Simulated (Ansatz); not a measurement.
# C2H8GeOS: a ladder of functionals and wavefunction methods

An exercise on one series of results from a longer session: the logs are not shown, and one member is left open.

Computed with Ansatz 0.2.0, Gaussian basis. Level: functionals in def2-TZVPP, the program's frozen cores in correlated methods.

Plan: PBE-D4, r2SCAN-D4, PBE0-D4, B3LYP-D4, ωB97X-V, ωB97M-V, B2PLYP; CCSD(T)/def2-TZVPP; MP2/def2-QZVPP; extrapolation to the limit.

### Structure used throughout

An earlier PBE0-D4 in a triple-zeta def2 set relaxation fixed the geometry.

13 atoms, charge 0, spin multiplicity 1.

Atoms are counted from 1 here; the program's logs count them from 0.

Bond lengths: C1–O2 1.407 Å, C1–H6 1.092 Å, C1–H7 1.098 Å, C1–H8 1.097 Å, O2–Ge3 1.779 Å, Ge3–C4 1.942 Å, Ge3–S5 2.227 Å, Ge3–H9 1.534 Å, C4–H10 1.091 Å, C4–H11 1.091 Å, C4–H12 1.091 Å, S5–H13 1.343 Å. Angles: O2–C1–H6 108.0°, O2–C1–H7 112.1°, O2–C1–H8 112.0°, H6–C1–H7 108.0°, H6–C1–H8 108.3°, H7–C1–H8 108.3°, C1–O2–Ge3 119.4°, O2–Ge3–C4 111.2°, O2–Ge3–S5 109.9°, O2–Ge3–H9 103.0°, C4–Ge3–S5 106.2°, C4–Ge3–H9 115.4°, S5–Ge3–H9 111.2°, Ge3–C4–H10 110.3°, Ge3–C4–H11 109.7°, Ge3–C4–H12 109.9°, H10–C4–H11 109.1°, H10–C4–H12 108.7° and more.

The first run:

File in.yaml:

```yaml
crystal:
  periodic: [false, false, false]
  atoms:
    - {symbol: C, position_ang: [0.460136, -1.830981, -0.459692]}
    - {symbol: O, position_ang: [1.228617, -0.727474, -0.044612]}
    - {symbol: Ge, position_ang: [0.406856, 0.756241, 0.491307]}
    - {symbol: C, position_ang: [-0.738906, 1.467653, -0.905914]}
    - {symbol: S, position_ang: [-0.927836, 0.301955, 2.215667]}
    - {symbol: H, position_ang: [1.140297, -2.666680, -0.639843]}
    - {symbol: H, position_ang: [-0.082647, -1.627968, -1.392221]}
    - {symbol: H, position_ang: [-0.266577, -2.136385, 0.303207]}
    - {symbol: H, position_ang: [1.570044, 1.661908, 0.914157]}
    - {symbol: H, position_ang: [-1.559635, 0.778929, -1.109379]}
    - {symbol: H, position_ang: [-0.159413, 1.610632, -1.818861]}
    - {symbol: H, position_ang: [-1.155056, 2.426208, -0.593704]}
    - {symbol: H, position_ang: [0.084119, -0.014028, 3.039889]}
basis:
  gaussian: {orbitals: def2-TZVPP}
hamiltonian: {xc: pbe, dispersion: d4}
output: {forces: true, orbitals: {seedname: orbitals}}
```

Run with:

```console
ansatz run in.yaml --threads 2 --pin off --events-out ev --progress --plain --max-ram 22528MiB --backend cuda --devices 0, --max-vram 18GiB
```

Among the steps run: PBE-D4 (GGA); r2SCAN-D4 (meta-GGA); PBE0-D4 (hybrid); B3LYP-D4 (hybrid); ωB97X-V (range-separated); ωB97M-V (range-separated); B2PLYP (double hybrid); CCSD(T) in def2-TZVPP; MP2 in def2-QZVPP.

One of the session's tables, all rows but one given; the rest of the session is left out.

It belongs to the step «Atomisation energies». 

```
            method  atomisation energy (eV)
            PBE-D4                        ?
         r2SCAN-D4                   47.322
           PBE0-D4                   47.097
          B3LYP-D4                   47.025
           ωB97X-V                   47.391
           ωB97M-V                   47.233
            B2PLYP                   46.585
     HF/def2-TZVPP                   34.264
    MP2/def2-TZVPP                   46.693
   CCSD/def2-TZVPP                   45.577
CCSD(T)/def2-TZVPP                   46.248
           MP2/CBS                   47.763
       CCSD(T)/CBS                   47.317
```

**Question.** Estimate the row for PBE-D4.

The run gave: atomisation energy (eV): 47.780. In the column «atomisation energy (eV)» it is the highest.
